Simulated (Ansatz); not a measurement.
**C₂H₂ClF₂I: a ladder of functionals and wavefunction methods**

The task here is to estimate one member of a computed series from the others.

Computed with Ansatz 0.2.0, Gaussian basis. Level: functionals in def2-TZVPP, the program's frozen cores in correlated methods.

The runs, in order: PBE-D4, r2SCAN-D4, PBE0-D4, B3LYP-D4, ωB97X-V, ωB97M-V, B2PLYP; CCSD(T)/def2-TZVPP; MP2/def2-QZVPP; extrapolation to the limit.

## Structure used throughout

The geometry comes from an earlier relaxation with PBE0-D4 in a triple-zeta def2 set; it is a stationary point, not always the lowest conformer. I takes the def2 core potential; no spin-orbit term is included.

SMILES `FC(F)C(Cl)I`, 8 atoms, charge 0, spin multiplicity 1.

Atoms are counted from 1 here; the program's logs count them from 0.

Bond lengths: F1–C2 1.343 Å, C2–F3 1.351 Å, C2–C4 1.518 Å, C2–H7 1.096 Å, C4–Cl5 1.759 Å, C4–I6 2.136 Å, C4–H8 1.087 Å. Angles: F1–C2–F3 108.2°, F1–C2–C4 111.8°, F1–C2–H7 108.6°, F3–C2–C4 109.3°, F3–C2–H7 108.6°, C4–C2–H7 110.2°, C2–C4–Cl5 109.3°, C2–C4–I6 111.8°, C2–C4–H8 108.9°, Cl5–C4–I6 112.8°, Cl5–C4–H8 108.1°, I6–C4–H8 105.7°.

The first run:

Contents of in.yaml:

```yaml
crystal:
  periodic: [false, false, false]
  atoms:
    - {symbol: F, position_ang: [-0.507993, -1.543581, 0.652158]}
    - {symbol: C, position_ang: [0.321383, -0.739059, -0.033297]}
    - {symbol: F, position_ang: [1.512751, -0.718970, 0.602993]}
    - {symbol: C, position_ang: [-0.218114, 0.676813, -0.131152]}
    - {symbol: Cl, position_ang: [-1.644636, 0.686916, -1.159458]}
    - {symbol: I, position_ang: [-0.580140, 1.521121, 1.796698]}
    - {symbol: H, position_ang: [0.466616, -1.159154, -1.035167]}
    - {symbol: H, position_ang: [0.535134, 1.310311, -0.592875]}
basis:
  gaussian: {orbitals: def2-TZVPP}
hamiltonian: {xc: pbe, dispersion: d4}
output: {forces: true, orbitals: {seedname: orbitals}}
```

The run is started by

```
> ansatz run in.yaml --threads 4 --pin off --events-out ev --progress --plain --max-ram 10444MiB
```

Among the steps run: PBE-D4 (GGA); r2SCAN-D4 (meta-GGA); PBE0-D4 (hybrid); B3LYP-D4 (hybrid); ωB97X-V (range-separated); ωB97M-V (range-separated); B2PLYP (double hybrid); CCSD(T) in def2-TZVPP; MP2 in def2-QZVPP.

One table of the session follows, with a row left open; its other results are not shown here.

| method | atomisation energy (kcal/mol) |
| --- | --- |
| PBE-D4 | ? |
| r2SCAN-D4 | 668.8 |
| PBE0-D4 | 671.3 |
| B3LYP-D4 | 657.6 |
| ωB97X-V | 665.3 |
| ωB97M-V | 665.0 |
| B2PLYP | 652.6 |
| HF/def2-TZVPP | 445.9 |
| MP2/def2-TZVPP | 673.0 |
| CCSD/def2-TZVPP | 627.4 |
| CCSD(T)/def2-TZVPP | 644.0 |
| MP2/CBS | 695.2 |
| CCSD(T)/CBS | 666.2 |

Q: Estimate the row for PBE-D4 from the others.

**Answer.** atomisation energy (kcal/mol): 695.0. In the column «atomisation energy (kcal/mol)» it lies between MP2/def2-TZVPP (673.0) and MP2/CBS (695.2).
